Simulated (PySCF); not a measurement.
# CH8BrNSi2: the cost of one run

The runs use PySCF 2.14.0, with density-fitted response routines of our own; the level of theory stands in each step. All values are computed, except where a source is named. Atoms count from 0, in the outputs and in this text.

## 1. The molecule as given

13 atoms, charge 0, multiplicity 1; geometry from: GFN2-xTB. The atoms were then displaced at random by about 0.01 Å, so the start is not that level's minimum.

Bonds of the start (Å): Si0–N1 1.69, N1–C2 1.43, C2–Si3 1.93, Si3–Br4 2.19, Si0–H5 1.48, Si0–H6 1.46, Si0–H7 1.49, N1–H8 0.99, C2–H9 1.09, C2–H10 1.12, Si3–H11 1.47, Si3–H12 1.46.

## 2. Relaxing the molecule at PBE0-D3(BJ)/def2-SVP

Job settings and geometry (Å):

```
{"job": {"xc": "PBE0", "basis": "def2-SVP", "d3": "d3bj", "grid": 1, "shake": 0.01, "kind": "geom"}, "charge": 0, "multiplicity": 1}
Si    -1.810630     0.427730     0.335380
N     -0.860520    -0.599550    -0.620800
C      0.517500    -0.901580    -0.390350
Si     1.611500     0.610880     0.101130
Br     3.640400    -0.191400     0.278700
H     -3.164780     0.305530    -0.246110
H     -1.828750     0.146340     1.770150
H     -1.268080     1.807880     0.148100
H     -1.334140    -1.382230    -1.003650
H      0.958230    -1.339630    -1.285670
H      0.640740    -1.672040     0.409350
H      1.279070     1.133500     1.434710
H      1.625260     1.637670    -0.941250
```

On the command line:

```
$ OMP_NUM_THREADS=1 python probes_run.py task.json out
```

The driver reads the jobs from task.json and runs them one after another.

Q: Estimate the wall time and peak memory of this first job on 1 thread of Arm Neoverse V1, shared host.

About 57 s, with a peak of 0.53 GiB.
